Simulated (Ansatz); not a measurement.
# C3H9AlO: one species, many methods

Aim: compute C3H9AlO with functionals from several rungs and with coupled cluster. The yardstick is the atomisation energy at the CCSD(T) limit.

Program: Ansatz 0.2.0, Gaussian basis. Level of theory: functionals in def2-TZVPP, the program's frozen cores in correlated methods. These are calculated values, not measurements.

The runs, in order: LDA (SPW92), PBE-D4, revPBE-D4, BLYP-D4, r2SCAN-D4, B97M-V, PBE0-D4, B3LYP-D4, r2SCANh-D4, r2SCAN0-D4, HSE06-D4, BHLYP-D4, CAM-B3LYP-D4, LC-ωPBE, ωB97X-V, ωB97M-V, B2PLYP, PBE-QIDH; CCSD(T)/def2-SVP; CCSD(T)/def2-TZVPP; MP2/def2-QZVPP; extrapolation to the limit; RPA on PBE.

## Step 1: Structure used throughout

The geometry comes from an earlier relaxation with PBE0-D4 in a triple-zeta def2 set; it is a stationary point, not always the lowest conformer.

14 atoms, charge 0, spin multiplicity 1.

Atoms are counted from 1 here; the program's logs count them from 0.

Bond lengths: C1–C2 1.517 Å, C1–H6 1.091 Å, C1–H7 1.094 Å, C1–H8 1.093 Å, C2–C3 1.517 Å, C2–O4 1.403 Å, C2–H9 1.099 Å, C3–H10 1.093 Å, C3–H11 1.094 Å, C3–H12 1.093 Å, O4–Al5 1.681 Å, Al5–H13 1.578 Å, Al5–H14 1.585 Å. Angles: C2–C1–H6 110.3°, C2–C1–H7 110.3°, C2–C1–H8 110.9°, H6–C1–H7 108.3°, H6–C1–H8 108.6°, H7–C1–H8 108.3°, C1–C2–C3 111.9°, C1–C2–O4 109.2°, C1–C2–H9 108.1°, C3–C2–O4 112.1°, C3–C2–H9 108.4°, O4–C2–H9 107.0°, C2–C3–H10 111.1°, C2–C3–H11 110.7°, C2–C3–H12 110.7°, H10–C3–H11 108.1°, H10–C3–H12 108.1°, H11–C3–H12 108.1° and more.

## Step 2: LDA

This LDA is Slater exchange with PW92 correlation.

in.yaml reads:

```yaml
crystal:
  periodic: [false, false, false]
  atoms:
    - {symbol: C, position_ang: [-1.229671, 0.390508, 1.166634]}
    - {symbol: C, position_ang: [0.178889, 0.141727, 0.661666]}
    - {symbol: C, position_ang: [0.401126, -1.315026, 0.302317]}
    - {symbol: O, position_ang: [0.439021, 0.998713, -0.418766]}
    - {symbol: Al, position_ang: [0.794707, 0.992871, -2.061957]}
    - {symbol: H, position_ang: [-1.367571, 1.447527, 1.399843]}
    - {symbol: H, position_ang: [-1.961122, 0.107928, 0.403810]}
    - {symbol: H, position_ang: [-1.429973, -0.194382, 2.067622]}
    - {symbol: H, position_ang: [0.882149, 0.412086, 1.461964]}
    - {symbol: H, position_ang: [1.420547, -1.480290, -0.054974]}
    - {symbol: H, position_ang: [-0.290776, -1.628673, -0.485174]}
    - {symbol: H, position_ang: [0.238484, -1.955974, 1.172131]}
    - {symbol: H, position_ang: [0.938483, 2.417878, -2.725396]}
    - {symbol: H, position_ang: [0.972805, -0.364391, -2.860822]}
basis:
  gaussian: {orbitals: def2-TZVPP}
hamiltonian: {xc: lda}
output: {orbitals: {seedname: orbitals}}
```

Launch:

```sh
$ ansatz run in.yaml --threads 4 --pin off --events-out ev --progress --plain --max-ram 10444MiB
```

Further steps of the session: PBE-D4 (GGA); revPBE-D4 (GGA); BLYP-D4 (GGA); r2SCAN-D4 (meta-GGA); B97M-V (meta-GGA); B3LYP-D4 (hybrid); r2SCANh-D4 (hybrid); r2SCAN0-D4 (hybrid); HSE06-D4 (hybrid); BHLYP-D4 (hybrid); CAM-B3LYP-D4 (range-separated); LC-ωPBE (range-separated); ωB97X-V (range-separated); ωB97M-V (range-separated); B2PLYP (double hybrid); PBE-QIDH (double hybrid); CCSD(T) in def2-SVP; CCSD(T) in def2-TZVPP; MP2 in def2-QZVPP; RPA on PBE orbitals.

Q: Predict the results of all the runs planned. Wanted: atomisation energy, CCSD(T)/CBS; farthest beyond LDA; mean size of error, GGA; mean size of error, meta-GGA; mean size of error, hybrid; mean size of error, range-separated; mean size of error, double hybrid; gap, smallest and largest; T1 diagnostic.

**Answer**, as computed:

| quantity | value |
| --- | --- |
| atomisation energy, CCSD(T)/CBS | 1242.9 kcal/mol |
| functionals within 6.2 kcal/mol (0.5 %) | r2SCAN-D4, B97M-V, PBE0-D4, B3LYP-D4, r2SCANh-D4, HSE06-D4, CAM-B3LYP-D4, LC-ωPBE, ωB97X-V, ωB97M-V |
| farthest beyond LDA | BHLYP-D4 (-29.7 kcal/mol) |
| mean size of error, GGA | 11.4 kcal/mol |
| mean size of error, meta-GGA | 3.2 kcal/mol |
| mean size of error, hybrid | 9.2 kcal/mol |
| mean size of error, range-separated | 3.3 kcal/mol |
| mean size of error, double hybrid | 11.5 kcal/mol |
| gap, smallest and largest | 4.64 eV (LDA (SPW92)), 11.67 eV (LC-ωPBE) |
| T1 diagnostic | 0.0116 |
| triples share of the correlation energy | 3.5 % |

What this shows: The LDA atomisation energy is off by 159.4 kcal/mol (13 %): it overbinds. PBE-D4 misses by +12.0 kcal/mol. Double hybrids carry the basis error of their MP2 part in triple zeta, and no dispersion term here, so their miss is partly the set-up's. The rungs meta-GGA, range-separated miss on average by less than the doubt on the reference (6.2 kcal/mol), so they tie. The reference freezes the cores and leaves out relativity and excitations past (T), so misses under about 6.2 kcal/mol can't be ranked. Hartree-Fock recovers 75 % of the binding; the rest is correlation. CCSD(T) in def2-SVP is off by -53.3 kcal/mol, more than most functionals: a good method in a small basis is no reference. The gap grows from 4.6 to 11.7 eV across the functionals, mostly with the share of exact exchange.
